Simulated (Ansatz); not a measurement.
# C₂H₇FO₂Si: one species, many methods

An exercise on one series of results from a longer session: the logs are not shown, and one member is left open.

Method: functionals in def2-TZVPP, the program's frozen cores in correlated methods; program: Ansatz 0.2.0, Gaussian basis.

The runs, in order: PBE-D4, r2SCAN-D4, PBE0-D4, B3LYP-D4, ωB97X-V, ωB97M-V, B2PLYP; CCSD(T)/def2-TZVPP; MP2/def2-QZVPP; extrapolation to the limit.

**Structure used throughout**

The geometry comes from an earlier relaxation with PBE0-D4 in a triple-zeta def2 set; it is a stationary point, not always the lowest conformer.

SMILES `CO[Si](C)(O)F`, 13 atoms, charge 0, spin multiplicity 1.

Atoms are counted from 1 here; the program's logs count them from 0.

Bond lengths: C1–O2 1.410 Å, C1–H7 1.095 Å, C1–H8 1.091 Å, C1–H9 1.094 Å, O2–Si3 1.629 Å, Si3–C4 1.840 Å, Si3–O5 1.625 Å, Si3–F6 1.601 Å, C4–H10 1.092 Å, C4–H11 1.092 Å, C4–H12 1.092 Å, O5–H13 0.958 Å. Angles: O2–C1–H7 111.3°, O2–C1–H8 108.2°, O2–C1–H9 111.5°, H7–C1–H8 108.3°, H7–C1–H9 108.8°, H8–C1–H9 108.7°, C1–O2–Si3 125.3°, O2–Si3–C4 114.8°, O2–Si3–O5 107.8°, O2–Si3–F6 106.8°, C4–Si3–O5 109.0°, C4–Si3–F6 108.0°, O5–Si3–F6 110.4°, Si3–C4–H10 110.5°, Si3–C4–H11 110.6°, Si3–C4–H12 110.9°, H10–C4–H11 108.3°, H10–C4–H12 107.9° and more.

The first run:

File in.yaml:

```yaml
crystal:
  periodic: [false, false, false]
  atoms:
    - {symbol: C, position_ang: [0.405607, -1.618668, -1.162382]}
    - {symbol: O, position_ang: [0.755402, -0.920898, 0.011744]}
    - {symbol: Si, position_ang: [-0.179975, 0.177151, 0.769084]}
    - {symbol: C, position_ang: [-0.374323, 1.774004, -0.124155]}
    - {symbol: O, position_ang: [0.474463, 0.463372, 2.228591]}
    - {symbol: F, position_ang: [-1.630368, -0.481812, 0.927894]}
    - {symbol: H, position_ang: [0.366914, -0.947631, -2.027415]}
    - {symbol: H, position_ang: [1.168710, -2.375620, -1.349444]}
    - {symbol: H, position_ang: [-0.563695, -2.115943, -1.058970]}
    - {symbol: H, position_ang: [-1.006596, 2.457525, 0.446486]}
    - {symbol: H, position_ang: [0.596065, 2.250543, -0.275376]}
    - {symbol: H, position_ang: [-0.839966, 1.621264, -1.100488]}
    - {symbol: H, position_ang: [0.827762, -0.283298, 2.714440]}
basis:
  gaussian: {orbitals: def2-TZVPP}
hamiltonian: {xc: pbe, dispersion: d4}
output: {forces: true, orbitals: {seedname: orbitals}}
```

Command:

```
> ansatz run in.yaml --threads 2 --pin off --events-out ev --progress --plain --max-ram 20480MiB --backend cuda --devices 0, --max-vram 18GiB
```

Among the steps run: PBE-D4 (GGA); r2SCAN-D4 (meta-GGA); PBE0-D4 (hybrid); B3LYP-D4 (hybrid); ωB97X-V (range-separated); ωB97M-V (range-separated); B2PLYP (double hybrid); CCSD(T) in def2-TZVPP; MP2 in def2-QZVPP.

One of the session's tables, all rows but one given; the rest of the session is left out.

It belongs to the step «Atomisation energies». 

```
            method  atomisation energy (eV)
            PBE-D4                   55.338
         r2SCAN-D4                   54.752
           PBE0-D4                   54.357
          B3LYP-D4                   54.482
           ωB97X-V                   54.724
           ωB97M-V                   54.810
            B2PLYP                   54.104
     HF/def2-TZVPP                   40.350
    MP2/def2-TZVPP                   54.558
   CCSD/def2-TZVPP                        ?
CCSD(T)/def2-TZVPP                   53.393
           MP2/CBS                   56.020
       CCSD(T)/CBS                   54.854
```

Q: Estimate the row for CCSD/def2-TZVPP from the others.

**Answer.** atomisation energy (eV): 52.676. In the column «atomisation energy (eV)» it lies between HF/def2-TZVPP (40.350) and CCSD(T)/def2-TZVPP (53.393).

Caveats from the session: Free atoms (2 C, 2 O, 1 Si, 1 F, 7 H) were run apart at each level; the atomisation energy is their sum less the molecule, without zero-point or spin-orbit terms.
